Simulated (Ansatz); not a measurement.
# CH₄BrGaOS: a ladder of functionals and wavefunction methods

An exercise on one series of results from a longer session: the logs are not shown, and one member is left open.

Computed with Ansatz 0.2.0, Gaussian basis. Level: functionals in def2-TZVPP, the program's frozen cores in correlated methods.

The runs, in order: LDA (SPW92), PBE-D4, revPBE-D4, BLYP-D4, r2SCAN-D4, B97M-V, PBE0-D4, B3LYP-D4, r2SCANh-D4, r2SCAN0-D4, HSE06-D4, BHLYP-D4, CAM-B3LYP-D4, LC-ωPBE, ωB97X-V, ωB97M-V, B2PLYP, PBE-QIDH; CCSD(T)/def2-SVP; CCSD(T)/def2-TZVPP; MP2/def2-QZVPP; extrapolation to the limit; RPA on PBE.

**Structure used throughout**

All runs share one geometry, relaxed beforehand with PBE0-D4 in a triple-zeta def2 set.

SMILES `C[O][Ga]([SH])[Br]`, 9 atoms, charge 0, spin multiplicity 1.

Atoms are counted from 1 here; the program's logs count them from 0.

Bond lengths: C1–O2 1.410 Å, C1–H6 1.094 Å, C1–H7 1.094 Å, C1–H8 1.096 Å, O2–Ga3 1.767 Å, Ga3–S4 2.176 Å, Ga3–Br5 2.278 Å, S4–H9 1.346 Å. Angles: O2–C1–H6 109.4°, O2–C1–H7 109.5°, O2–C1–H8 113.1°, H6–C1–H7 108.4°, H6–C1–H8 108.2°, H7–C1–H8 108.2°, C1–O2–Ga3 124.5°, O2–Ga3–S4 118.9°, O2–Ga3–Br5 119.3°, S4–Ga3–Br5 121.7°, Ga3–S4–H9 91.6°.

As a file:

```csv
atom,x (Å),y (Å),z (Å)
C1,1.1134,0.9871,0.6062
O2,0.4352,-0.2395,0.4577
Ga3,-0.9375,-0.4995,-0.6249
S4,-1.8473,-2.4742,-0.7165
Br5,-1.7085,1.2343,-1.8853
H6,1.0641,1.3053,1.6521
H7,2.1655,0.8573,0.3342
H8,0.6954,1.7871,-0.0151
H9,-0.9802,-2.9579,0.1916
```

Set-up of the first run:

in.yaml reads:

```yaml
crystal:
  periodic: [false, false, false]
  atoms:
    - {symbol: C, position_ang: [1.113429, 0.987110, 0.606215]}
    - {symbol: O, position_ang: [0.435156, -0.239509, 0.457721]}
    - {symbol: Ga, position_ang: [-0.937541, -0.499482, -0.624860]}
    - {symbol: S, position_ang: [-1.847334, -2.474189, -0.716512]}
    - {symbol: Br, position_ang: [-1.708531, 1.234326, -1.885301]}
    - {symbol: H, position_ang: [1.064133, 1.305255, 1.652093]}
    - {symbol: H, position_ang: [2.165505, 0.857331, 0.334185]}
    - {symbol: H, position_ang: [0.695381, 1.787091, -0.015123]}
    - {symbol: H, position_ang: [-0.980189, -2.957933, 0.191573]}
basis:
  gaussian: {orbitals: def2-TZVPP}
hamiltonian: {xc: lda}
output: {orbitals: {seedname: orbitals}}
```

Run with:

```sh
$ ansatz run in.yaml --threads 2 --pin off --events-out ev --progress --plain --max-ram 32768MiB --backend cpu
```

Steps of the session up to this table: LDA; PBE-D4 (GGA); revPBE-D4 (GGA); BLYP-D4 (GGA); r2SCAN-D4 (meta-GGA); B97M-V (meta-GGA); PBE0-D4 (hybrid); B3LYP-D4 (hybrid); r2SCANh-D4 (hybrid); r2SCAN0-D4 (hybrid); HSE06-D4 (hybrid); BHLYP-D4 (hybrid); CAM-B3LYP-D4 (range-separated); LC-ωPBE (range-separated); ωB97X-V (range-separated); ωB97M-V (range-separated); B2PLYP (double hybrid); PBE-QIDH (double hybrid).

One table of the session follows, with a row left open; its other results are not shown here.

It belongs to the step «Orbital energies across the functionals». 

| functional | HOMO (eV) | gap (eV) |
| --- | --- | --- |
| LDA (SPW92) | -6.72 | 4.28 |
| PBE-D4 | -6.57 | 4.44 |
| revPBE-D4 | -6.51 | 4.51 |
| BLYP-D4 | -6.43 | 4.35 |
| r2SCAN-D4 | ? | ? |
| B97M-V | -6.96 | 5.07 |
| PBE0-D4 | -7.93 | 6.71 |
| B3LYP-D4 | -7.66 | 6.14 |
| r2SCANh-D4 | -7.39 | 5.85 |
| r2SCAN0-D4 | -8.14 | 7.08 |
| HSE06-D4 | -7.52 | 5.94 |
| BHLYP-D4 | -9.06 | 8.76 |
| CAM-B3LYP-D4 | -9.26 | 9.01 |
| LC-ωPBE | -10.67 | 11.70 |
| ωB97X-V | -10.30 | 11.17 |
| ωB97M-V | -10.15 | 10.81 |

**Question.** Estimate the row for r2SCAN-D4.

Worked estimate for «HOMO (eV)». Against the share of exact exchange, r2SCANh-D4 (0.1, -7.39), r2SCAN0-D4 (0.25, -8.14) give a slope of -5.00 per unit share; at 0 the line stands at -6.89.

As computed: HOMO (eV): -6.89; gap (eV): 5.02. In «HOMO (eV)» the line misses by 0.00.
